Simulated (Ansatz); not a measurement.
**C2H6B2: how energies converge with the basis set**

How large a basis does C2H6B2 need? Two functionals are run in growing sets.

Computed with Ansatz 0.2.0, Gaussian basis. Level: one geometry, several basis sets.

Levels to be run: PBE0-D4/def2-SVP; ωB97M-V/def2-SVP; PBE0-D4/def2-QZVPP; ωB97M-V/def2-QZVPP; the functionals' def2-TZVPP values are taken from earlier runs.

**1. The relaxed structure**

An earlier PBE0-D4 in a triple-zeta def2 set relaxation fixed the geometry.

SMILES `BBC=C`, 10 atoms, charge 0, spin multiplicity 1.

Atoms are counted from 1 here; the program's logs count them from 0.

Bond lengths: B1–B2 1.642 Å, B1–H5 1.201 Å, B1–H6 1.201 Å, B2–C3 1.544 Å, B2–H7 1.209 Å, C3–C4 1.338 Å, C3–H8 1.089 Å, C4–H9 1.086 Å, C4–H10 1.087 Å. Angles: B2–B1–H5 122.3°, B2–B1–H6 122.3°, H5–B1–H6 115.4°, B1–B2–C3 129.1°, B1–B2–H7 115.5°, C3–B2–H7 115.5°, B2–C3–C4 121.1°, B2–C3–H8 121.6°, C4–C3–H8 117.3°, C3–C4–H9 120.7°, C3–C4–H10 122.7°, H9–C4–H10 116.5°.

**2. PBE0-D4 in def2-SVP**

File in.yaml:

```yaml
crystal:
  periodic: [false, false, false]
  atoms:
    - {symbol: B, position_ang: [-1.683277, 0.645536, -1.055312]}
    - {symbol: B, position_ang: [-0.163458, 0.357484, -0.505694]}
    - {symbol: C, position_ang: [0.290459, -0.498528, 0.696401]}
    - {symbol: C, position_ang: [1.586587, -0.626148, 1.002933]}
    - {symbol: H, position_ang: [-2.201186, -0.038172, -1.896581]}
    - {symbol: H, position_ang: [-2.329596, 1.589987, -0.689748]}
    - {symbol: H, position_ang: [0.724798, 0.890055, -1.130164]}
    - {symbol: H, position_ang: [-0.426054, -1.021683, 1.327576]}
    - {symbol: H, position_ang: [2.348610, -0.127913, 0.410757]}
    - {symbol: H, position_ang: [1.936121, -1.221818, 1.842732]}
basis:
  gaussian: {orbitals: def2-SVP}
hamiltonian: {xc: pbe0, dispersion: d4}
output: {orbitals: {seedname: orbitals}}
```

Launch:

```bash
> ansatz run in.yaml --threads 2 --pin off --events-out ev --progress --plain --max-ram 4352MiB
```

The program printed:

```text
Functional definition: PBE0
  name "PBE0"
  cite "Adamo & Barone, J. Chem. Phys. 110, 6158 (1999) doi:10.1063/1.478522"
  cite "Perdew, Burke & Ernzerhof, Phys. Rev. Lett. 77, 3865 (1996) doi:10.1103/PhysRevLett.77.3865"
  parent pbe
  parameter a = 0.25
  parameter kappa = 0.804
  parameter beta = 0.06672455060314922
  exchange = (1 - a)*pbe_x(kappa = kappa, mu = beta*pi^2/3) + a*exact_x
  correlation = pbe_c(beta = beta)
972 factors; their error is unknown
mean field evaluation 1: about -3511.0546 eV, gradient 3.6e1 eV
mean field evaluation 2: about -3511.1751 eV, gradient 3.6e1 eV
mean field evaluation 4: about -3514.8238 eV, gradient 2.0e0 eV
mean field evaluation 8: about -3514.8180 eV, gradient 2.4e-2 eV
mean field -3514.81802475 eV, -129.1671799802 hartree, gradient 3.5e-5 eV, S^2 0.000000; 0 other end points of the search recorded, 0 dependent functions left out
reference -3514.81805212 eV, -129.1671809863 hartree; 14, 14 occupied and 72, 72 virtual orbitals, 972 factors
Total energy: -3514.94187668 eV, -129.1717314547 hartree
```

It took 0.95 s on 2 threads of Arm Neoverse V1, shared host.

**3. ωB97M-V in def2-SVP**

in.yaml: that of step 2 with these lines changed.

```diff
@@ -15,3 +15,3 @@
   gaussian: {orbitals: def2-SVP}
-hamiltonian: {xc: pbe0, dispersion: d4}
+hamiltonian: {xc: {name: wB97M-V}}
 output: {orbitals: {seedname: orbitals}}
```

Launched as before.

The program printed, shortened:

```text
Functional definition: wB97M-V
  name "wB97M-V"
  cite "Mardirossian & Head-Gordon, J. Chem. Phys. 144, 214110 (2016) doi:10.1063/1.4952647"
  cite "Becke, J. Chem. Phys. 107, 8554 (1997) doi:10.1063/1.475007"
  cite "Vydrov & Van Voorhis, J. Chem. Phys. 133, 244103 (2010) doi:10.1063/1.3521275"
  # Of w^i u^j: cxij and so on, Table III.
[...]
  gx(w, u) = 1 - cx + cx01*u + cx10*w
  gss(w, u) = css00 + css04*u^4 + css10*w + css20*w^2 + css43*w^4*u^3
  gos(w, u) = cos00 + cos10*w + (cos20 + cos21*u)*w^2 + (cos60 + cos61*u)*w^6
[...]
      + integral(e_c_pw_mod_opposite_spin*gos(b97_w_opposite, b97_u_opposite)) + vv10(b, c)
972 factors; their error is unknown
272 factors; integrals over basis functions are off by at most 1.2e-5 eV
[...]
mean field -3517.27925729 eV, -129.2576286079 hartree, gradient 3.4e-5 eV, S^2 0.000000; 0 other end points of the search recorded, 0 dependent functions left out
reference -3517.27930045 eV, -129.2576301939 hartree; 14, 14 occupied and 72, 72 virtual orbitals, 972 factors
Total energy: -3517.27930045 eV, -129.2576301939 hartree
```

Wall time 4.5 s (2 threads of Arm Neoverse V1, shared host).

**4. PBE0-D4 in def2-QZVPP**

in.yaml: that of step 3 with these lines changed.

```diff
@@ -14,4 +14,4 @@
 basis:
-  gaussian: {orbitals: def2-SVP}
-hamiltonian: {xc: {name: wB97M-V}}
+  gaussian: {orbitals: "def2-QZVPP.json"}
+hamiltonian: {xc: pbe0, dispersion: d4}
 output: {orbitals: {seedname: orbitals}}
```

Same command.

The program printed:

```text
Functional definition: PBE0
  name "PBE0"
  cite "Adamo & Barone, J. Chem. Phys. 110, 6158 (1999) doi:10.1063/1.478522"
  cite "Perdew, Burke & Ernzerhof, Phys. Rev. Lett. 77, 3865 (1996) doi:10.1103/PhysRevLett.77.3865"
  parent pbe
  parameter a = 0.25
  parameter kappa = 0.804
  parameter beta = 0.06672455060314922
  exchange = (1 - a)*pbe_x(kappa = kappa, mu = beta*pi^2/3) + a*exact_x
  correlation = pbe_c(beta = beta)
1116 factors; their error is unknown
mean field evaluation 1: about -3512.5976 eV, gradient 5.0e1 eV
mean field evaluation 2: about -3511.4261 eV, gradient 5.2e1 eV
mean field evaluation 4: about -3518.8354 eV, gradient 3.6e0 eV
mean field evaluation 8: about -3518.8656 eV, gradient 3.5e-2 eV
mean field evaluation 16: about -3518.8638 eV, gradient 1.0e-5 eV
mean field -3518.86377726 eV, -129.3158586427 hartree, gradient 1.0e-5 eV, S^2 0.000000; 0 other end points of the search recorded, 0 dependent functions left out
reference -3518.86382095 eV, -129.3158602485 hartree; 14, 14 occupied and 394, 394 virtual orbitals, 1116 factors
Total energy: -3518.98764551 eV, -129.3204107168 hartree
```

It took 6.5 s on 2 threads of Arm Neoverse V1, shared host; peak memory 0.91 GiB.

**5. ωB97M-V in def2-QZVPP**

in.yaml: that of step 4 with these lines changed.

```diff
@@ -15,3 +15,3 @@
   gaussian: {orbitals: "def2-QZVPP.json"}
-hamiltonian: {xc: pbe0, dispersion: d4}
+hamiltonian: {xc: {name: wB97M-V}}
 output: {orbitals: {seedname: orbitals}}
```

Launched as before.

The program printed, shortened:

```text
Functional definition: wB97M-V
  name "wB97M-V"
  cite "Mardirossian & Head-Gordon, J. Chem. Phys. 144, 214110 (2016) doi:10.1063/1.4952647"
  cite "Becke, J. Chem. Phys. 107, 8554 (1997) doi:10.1063/1.475007"
  cite "Vydrov & Van Voorhis, J. Chem. Phys. 133, 244103 (2010) doi:10.1063/1.3521275"
  # Of w^i u^j: cxij and so on, Table III.
[...]
  gx(w, u) = 1 - cx + cx01*u + cx10*w
  gss(w, u) = css00 + css04*u^4 + css10*w + css20*w^2 + css43*w^4*u^3
  gos(w, u) = cos00 + cos10*w + (cos20 + cos21*u)*w^2 + (cos60 + cos61*u)*w^6
[...]
      + integral(e_c_pw_mod_opposite_spin*gos(b97_w_opposite, b97_u_opposite)) + vv10(b, c)
1116 factors; their error is unknown
358 factors; integrals over basis functions are off by at most 1.2e-5 eV
[...]
mean field -3521.59645822 eV, -129.4162828158 hartree, gradient 7.6e-5 eV, S^2 0.000000; 0 other end points of the search recorded, 0 dependent functions left out
reference -3521.59652874 eV, -129.4162854075 hartree; 14, 14 occupied and 394, 394 virtual orbitals, 1116 factors
Total energy: -3521.59652874 eV, -129.4162854075 hartree
```

Run time: 17 s. Hardware: 2 threads of Arm Neoverse V1, shared host; peak memory 1.1 GiB.

**6. Functionals by basis**

The def2-TZVPP values come from earlier runs at the same geometry.

```
functional       basis  functions  energy (eV)  from the largest (eV)  HOMO (eV)  LUMO (eV)
   PBE0-D4    def2-SVP         86   -3514.9419                  4.046      -8.08      -1.83
   PBE0-D4  def2-TZVPP        208   -3518.7777                  0.210      -8.13      -1.91
   PBE0-D4  def2-QZVPP        408   -3518.9876                  0.000      -8.14      -1.93
   ωB97M-V    def2-SVP         86   -3517.2793                  4.317     -10.36       0.27
   ωB97M-V  def2-TZVPP        208   -3521.3976                  0.199     -10.44       0.13
   ωB97M-V  def2-QZVPP        408   -3521.5965                  0.000     -10.44       0.09
```

**7. Outcome**

| quantity | value |
| --- | --- |
| PBE0-D4: double and triple zeta above quadruple | 4.05, 0.21 eV |
| ωB97M-V: double and triple zeta above quadruple | 4.32, 0.20 eV |

In words: PBE0-D4 gains 3.84 eV from double to triple zeta, then 0.21 eV more. Total energies overstate the basis error of differences, where much of it tends to cancel.

For PBE0-D4 the largest set took about 7 times as long as the smallest (6.5 s against 0.95 s).
